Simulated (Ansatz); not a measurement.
# TiH2 (singlet): wave-function methods side by side at distance Ti1–H2 = 2.950 Å, def2-SVP

One table from this session's results is given with a row withheld; the runs are named, their logs left out.

Program: Ansatz 0.2.0, Gaussian basis. Level of theory: def2-SVP, core rule «outside noble gas», up to 9 orbitals frozen. These are calculated values, not measurements.

The runs, in order: UHF; CCSD(T) on RHF; CCSD(T) on UHF; CISD; CCSDT(Q) on RHF; CCSDT(Q) on UHF; CASSCF and MRCISD+Q, 2 electrons in 2 orbitals; CASSCF and NEVPT2, 2 electrons in 2 orbitals; CASSCF and MRCISD+Q, 6 electrons in 8 orbitals; CASSCF and NEVPT4(SD), 6 electrons in 8 orbitals; CASSCF and NEVPT2, 6 electrons in 8 orbitals; Full CI.

32 further runs of the same task are left out: 9 for a known fault of the program, 19 that didn't finish, 4 set aside as unsound or not needed.

## The system

The geometry derives from a PBE0/def2-TZVP stationary point (not a proven minimum). One bond is set to the value named and the two fragments are kept rigid.

3 atoms, charge 0, spin multiplicity 1.

Atoms are counted from 1 here; the program's logs count them from 0.

Bond lengths: Ti1–H3 1.847 Å.

Geometry (Å):

```mol
H2Ti
  3D, bonds by distance, orders not assigned

  3  1  0  0  0  0  0  0  0  0999 V2000
    0.0000    0.0000    0.3675 Ti  0  0
    0.0000    0.0000   -2.5825 H   0  0
    0.0000    0.0000    2.2149 H   0  0
  1  3  8  0
M  END
```

Set-up of the first run:

Contents of in.yaml:

```yaml
crystal:
  periodic: [false, false, false]
  atoms:
    - {symbol: Ti, position_ang: [0.000000, 0.000000, 0.367533]}
    - {symbol: H, position_ang: [0.000000, 0.000000, -2.582467]}
    - {symbol: H, position_ang: [0.000000, 0.000000, 2.214933]}
basis:
  gaussian: {orbitals: def2-SVP}
magnetization: {spin_polarized: true, initial_magnetization: 0}
hamiltonian: {xc: hf}
output: {orbitals: {seedname: orbitals}}
```

Command:

```sh
> ansatz run in.yaml --threads 1 --pin off --events-out ev --progress --plain --max-ram 2393MiB
```

Among the steps run: UHF; CCSD(T) on RHF; CCSD(T) on UHF; CISD; CCSDT(Q) on RHF; CCSDT(Q) on UHF; CASSCF and MRCISD+Q, 2 electrons in 2 orbitals; CASSCF and NEVPT2, 2 electrons in 2 orbitals; CASSCF and MRCISD+Q, 6 electrons in 8 orbitals; CASSCF and NEVPT4(SD), 6 electrons in 8 orbitals; CASSCF and NEVPT2, 6 electrons in 8 orbitals; Full CI.

One of the session's tables, all rows but one given; the rest of the session is left out.

| method | from FCI (meV) |
| --- | --- |
| RHF | +2934.2 |
| RMP2 | +1278.8 |
| CISD | +508.6 |
| RCCSD | +204.3 |
| RCCSD(T) | +104.2 |
| RCCSDT | ? |
| RCCSDT(Q) | +14.7 |
| FCI | 0 |

**Question.** Estimate the row for RCCSDT.

**Answer.** from FCI (meV): +30.2. In the column «from FCI (meV)» it lies between RCCSDT(Q) (+14.7) and RCCSD(T) (+104.2).

Left out of the table: CASSCF pair, NEVPT2 pair, MRCISD pair, MRCISD+Q pair, CASSCF valence, NEVPT2 valence, NEVPT4(SD) valence, MRCISD valence, MRCISD+Q valence (the active space lost an orbital or holds another state than full CI finds).

Left out of the table: UHF, UMP2, UCCSD, UCCSD(T), UCCSDT, UCCSDT(Q) (another determinant or state than the rows shown).

Caveats from the session: The report flags that the cluster equations may have other roots. The program flags RCCSDT(Q) as in doubt, so those rows may rest on another solution; read them beside their warnings.
